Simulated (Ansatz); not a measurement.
# GaPHS (doublet): from Hartree-Fock to the top rungs, cc-pVDZ

An exercise on one series of results from a longer session: the logs are not shown, and one member is left open.

Program: Ansatz 0.2.0, Gaussian basis. Level of theory: cc-pVDZ, core rule «outside noble gas», up to 24 orbitals frozen. These are calculated values, not measurements.

Plan: UHF; CCSD(T) on ROHF; CCSD(T) on UHF; BCCD(T) on ROHF; CISD; CCSDT(Q) on ROHF; CCSDT(Q) on UHF.

30 further runs of the same task are left out: 3 for a known fault of the program, 10 that didn't finish, 17 set aside as unsound or not needed.

## The geometry

The geometry is a PBE0/def2-TZVP stationary point (not a proven minimum). No spin-orbit coupling is included. The filled d shell of Ga may be among the frozen orbitals whatever the setting's name suggests; the logs give the count.

4 atoms, charge 0, spin multiplicity 2.

Atoms are counted from 1 here; the program's logs count them from 0.

Bond lengths: Ga1–S2 2.383 Å, Ga1–P3 2.716 Å, S2–P3 2.068 Å, P3–H4 1.421 Å. Angles: S2–Ga1–P3 47.3°, Ga1–S2–P3 74.8°, Ga1–P3–S2 57.9°, Ga1–P3–H4 156.5°, S2–P3–H4 98.6°.

The first run:

The input, in.yaml:

```yaml
crystal:
  periodic: [false, false, false]
  atoms:
    - {symbol: Ga, position_ang: [0.000000, -0.135446, 1.120787]}
    - {symbol: S, position_ang: [0.000000, 1.132131, -0.896746]}
    - {symbol: P, position_ang: [0.000000, -0.846268, -1.500035]}
    - {symbol: H, position_ang: [0.000000, -0.640869, -2.905642]}
basis:
  gaussian: {orbitals: cc-pVDZ}
magnetization: {spin_polarized: true, initial_magnetization: 1}
hamiltonian: {xc: hf}
output: {orbitals: {seedname: orbitals}}
```

The run is started by

```
ansatz run in.yaml --threads 1 --pin off --events-out ev --progress --plain --max-ram 2393MiB
```

Steps of the session up to this table: UHF; CCSD(T) on ROHF; CCSD(T) on UHF; BCCD(T) on ROHF; CISD; CCSDT(Q) on ROHF; CCSDT(Q) on UHF.

One of the session's tables, all rows but one given; the rest of the session is left out.

| method | from UCCSDT(Q) (kJ/mol) |
| --- | --- |
| ROHF | +885.2 |
| UHF | ? |
| RMP2 | +135.9 |
| UMP2 | +138.4 |
| RCCSD | +38.9 |
| UCCSD | +38.4 |
| RCCSD(T) | +6.1 |
| UCCSD(T) | +6.2 |
| BCCD(T) | +5.9 |
| RCCSDT | +2.9 |
| UCCSDT | +2.8 |
| RCCSDT(Q) | +0.3 |
| UCCSDT(Q) | 0 |

Q: Estimate the row for UHF from the others.

As computed: from UCCSDT(Q) (kJ/mol): +871.3. In the column «from UCCSDT(Q) (kJ/mol)» it lies between UMP2 (+138.4) and ROHF (+885.2).

Not comparable, so not listed: CISD (they don't share determinant, frozen orbitals or solution with the rows shown, or repeat one).

Limits of these values: Restricted and unrestricted rows rest on different reference determinants; where their highest levels disagree by more than a few hundredths of an eV, they describe different states and don't form one ladder.
